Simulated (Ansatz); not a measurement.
A nudged elastic band was laid between two geometries of a periodic cell of 21 atoms, H2C18O (surface graphene monolayer, adsorbate H2O).

The calculation used DFT LDA, scalar-relativistic, plane waves, PAW in Ansatz. Settings: cutoff 420 eV, k mesh 2x2x1, gaussian smearing 0.02 eV, no spin polarisation.

```
movable images  : 5
climbing image  : yes
spring          : 5.0 eV/Å²
optimiser       : quadratic models (default)
start path      : IDPP
force threshold : 0.05 eV/Å
iteration limit : 26
end points      : relaxed
```

Initial state:

```xyz
21
Lattice="7.3980 0.0000 0.0000 -3.6990 6.4069 0.0000 0.0000 0.0000 11.0000" Properties=species:S:1:pos:R:3
C 0.037 0.092 0.795
C 1.268 0.804 0.796
C -1.209 2.234 0.795
C 0.038 2.954 0.795
C -2.430 4.378 0.793
C -1.209 5.082 0.791
C 2.490 0.098 0.793
C 3.739 0.819 0.791
C 1.269 2.244 0.796
C 2.490 2.948 0.795
C 0.039 4.363 0.793
C 1.269 5.074 0.794
C 4.969 0.107 0.792
C 6.189 0.813 0.794
C 3.737 2.229 0.793
C 4.969 2.939 0.794
C 2.490 4.369 0.795
C 3.737 5.089 0.794
O 3.286 -0.603 3.782
H 3.428 0.174 4.345
H 2.804 -0.264 3.005
```

Final state:

```xyz
21
Lattice="7.3980 0.0000 0.0000 -3.6990 6.4069 0.0000 0.0000 0.0000 11.0000" Properties=species:S:1:pos:R:3
C 0.010 -0.090 0.806
C 1.238 0.621 0.840
C -1.210 2.032 0.908
C 0.011 2.717 0.962
C -2.463 4.182 0.845
C -1.245 4.920 0.924
C 2.459 -0.114 0.921
C 3.712 0.613 1.325
C 1.232 2.032 0.906
C 2.491 2.769 0.913
C 0.011 4.184 1.248
C 1.267 4.921 0.930
C 4.965 -0.114 0.928
C 6.182 0.621 0.844
C 3.711 2.079 0.977
C 4.931 2.769 0.915
C 2.485 4.182 0.847
C 3.710 4.895 0.809
O 3.768 0.535 2.778
H 3.706 -2.187 2.371
H 2.976 0.991 3.124
```

Problem. Which bonds break or form, and what moves?

Solution. Contacts lost: O19–H20. Contacts made: C8–O19, C11–H20. The atom that moves furthest is H20, by 3.09 Å.

Problem. Give the energies along the band, and the barrier.

Solution. The forces met the threshold. The highest image is number 5 of 0 to 6, 2.94 eV above the first end and 0.93 eV above the last; the last end lies 2.01 eV above the first. Neighbouring images differ by up to 2.8 eV, so the band resolves the path poorly. By the program's own check the climbing image is of a kind that is not told: the force calls were inconclusive, a negative curvature could not be distinguished from the path's own, the only one lies far off the path, or fixed occupations may fill a level only in part (lowest curvatures found: -8.46 and 0.53 eV/Å²). Limits of this set-up: slab without dipole correction, no dispersion correction for a molecule that may bind weakly.

| image | path coordinate (Å) | energy (eV) | O19–H20 (Å) | C8–O19 (Å) | C11–H20 (Å) |
| --- | --- | --- | --- | --- | --- |
| 0 | 0.00 | 0.00 | 0.97 | 3.34 | 4.20 |
| 1 | 1.19 | 0.00 | 0.97 | 3.20 | 3.87 |
| 2 | 2.38 | 0.00 | 0.97 | 3.32 | 3.24 |
| 3 | 3.57 | 0.02 | 0.97 | 3.45 | 2.52 |
| 4 | 4.76 | 0.09 | 0.98 | 2.89 | 2.29 |
| 5 | 5.95 | 2.94 | 1.59 | 1.82 | 1.31 |
| 6 | 7.23 | 2.01 | 2.75 | 1.46 | 1.12 |

Problem. What is the geometry of the highest image?

Solution. 
```xyz
21
Lattice="7.3980 0.0000 0.0000 -3.6990 6.4069 0.0000 0.0000 0.0000 11.0000" Properties=species:S:1:pos:R:3
C 0.008 -0.025 0.817
C 1.230 0.694 0.854
C -1.212 2.108 0.970
C 0.008 2.820 1.053
C -2.469 4.232 0.857
C -1.252 4.973 0.840
C 2.449 -0.042 0.845
C 3.709 0.632 1.173
C 1.228 2.109 0.973
C 2.487 2.817 0.980
C 0.008 4.289 1.136
C 1.269 4.976 0.846
C 4.968 -0.041 0.839
C 6.184 0.694 0.850
C 3.708 2.103 1.066
C 4.929 2.817 0.978
C 2.486 4.233 0.861
C 3.707 4.956 0.823
O 3.789 0.013 2.882
H 3.714 -1.447 2.265
H 2.910 0.211 3.262
```

The band took 23 iterations and about 40 core-minutes.

The run took 36 min on 1 thread of Intel(R) Xeon(R) Processor @ 2.50GHz (Skylake/Cascade Lake), on a shared host, peak memory 0.94 GiB.
